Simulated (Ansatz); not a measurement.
Runs of Ansatz 0.2.0 on GaGe. Symmetry: F-43m, No. 216, cubic system. The conventional cell has a = 5.796 Å, b = 5.796 Å, c = 5.796 Å, α = 90.00°, β = 90.00°, γ = 90.00°. Ge (site symmetry -43m) is surrounded by 4 Ga at 2.51 Å. Ga (site symmetry -43m) is surrounded by 4 Ge at 2.51 Å. The cell comes from a database or a generator and needn't be the stable form of this composition.

```tsv
task	level	spin	cell	k mesh	points for each segment of the path	gap on the mesh (eV)	pressure (GPa)
band structure	revPBE	off	as given	8 × 8 × 8	14	none	(a)
relaxation of cell and atoms	RPBE	off	relaxed	8 × 8 × 8	-	none	0.0
band structure	RPBE	off	as given	8 × 8 × 8	14	none	1.9
band structure	PBEsol	SOC, no magnetisation	as given	6 × 6 × 6	14	none	-2.5
```

Alike in all rows: potentials or basis Ansatz PAW; cutoff (eV) 420; smearing fermi-dirac 0.05 eV.

Q: Estimate the missing entries.

A: (a) 1.4.

Caveats: the PAW data sets come from PBE, with cores solved anew for the run's functional, which leaves a small shift of forces and pressure; the plane-wave basis is chosen anew once the cell has moved, so the energies of steps on either side of that aren't comparable (some runs).

A k mesh can miss the band edges, and rows without SOC leave out spin-orbit coupling on Ga, Ge.

A gap of «none» marks a metal or a gap under the smearing width.
